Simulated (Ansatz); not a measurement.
# SiGePH+ (quartet): the correlation ladder, cc-pVDZ

An exercise on one series of results from a longer session: the logs are not shown, and one member is left open.

Program: Ansatz 0.2.0, Gaussian basis. Level of theory: cc-pVDZ, core rule «outside noble gas», up to 24 orbitals frozen. These are calculated values, not measurements.

Plan: UHF; CCSD(T) on ROHF; CCSD(T) on UHF; BCCD(T) on ROHF; CISD as a restricted active space (open shells left free, so some higher excitations enter); CCSDT(Q) on ROHF; CCSDT(Q) on UHF.

19 further runs of the same task are left out: 9 that didn't finish, 10 set aside as unsound or not needed. Runs told in other sessions of the task aren't counted.

## The geometry

The geometry is a PBE0/def2-TZVP stationary point (not a proven minimum) of the parent state, kept for this charge and spin. No spin-orbit coupling is included. The filled d shell of Ge may be among the frozen orbitals whatever the setting's name suggests.

4 atoms, charge 1, spin multiplicity 4.

Atoms are counted from 1 here; the program's logs count them from 0.

Bond lengths: P1–Ge2 2.700 Å, P1–Si3 2.196 Å, P1–H4 1.445 Å, Ge2–Si3 2.300 Å. Angles: Ge2–P1–Si3 54.9°, Ge2–P1–H4 57.1°, Si3–P1–H4 112.0°, P1–Ge2–Si3 51.3°, P1–Si3–Ge2 73.8°.

Set-up of the first run:

in.yaml

```yaml
crystal:
  periodic: [false, false, false]
  atoms:
    - {symbol: P, position_ang: [0.000000, 0.740966, 1.629479]}
    - {symbol: Ge, position_ang: [0.000000, 0.156794, -1.006535]}
    - {symbol: Si, position_ang: [0.000000, -1.285717, 0.784652]}
    - {symbol: H, position_ang: [0.000000, 1.756057, 0.601480]}
basis:
  gaussian: {orbitals: cc-pVDZ}
total_charge: 1
magnetization: {spin_polarized: true, initial_magnetization: 3}
hamiltonian: {xc: hf}
output: {orbitals: {seedname: orbitals}}
```

Started as:

```
$ ansatz run in.yaml --threads 1 --pin off --events-out ev --progress --plain --max-ram 2393MiB
```

Steps of the session up to this table: UHF; CCSD(T) on ROHF; CCSD(T) on UHF; BCCD(T) on ROHF; CISD as a restricted active space (open shells left free, so some higher excitations enter); CCSDT(Q) on ROHF; CCSDT(Q) on UHF.

One of the session's tables, all rows but one given; the rest of the session is left out.

```
   method  from RCCSDT(Q) (kcal/mol)
     ROHF                    +184.88
      UHF                    +177.62
     RMP2                     +37.18
     UMP2                     +39.31
     CISD                     +30.49
    RCCSD                     +10.67
    UCCSD                     +10.32
 RCCSD(T)                          ?
 UCCSD(T)                      +2.16
  BCCD(T)                      +2.13
   RCCSDT                      +0.76
   UCCSDT                      +0.63
RCCSDT(Q)                          0
UCCSDT(Q)                      -0.13
```

Estimate the missing values for RCCSD(T).

The run gave: from RCCSDT(Q) (kcal/mol): +2.20. In the column «from RCCSDT(Q) (kcal/mol)» it lies between UCCSD(T) (+2.16) and UCCSD (+10.32).

Limits of these values: Restricted and unrestricted rows rest on different reference determinants; a gap between their highest levels can come from leftover correlation error, from unlike frozen cores or from another state.
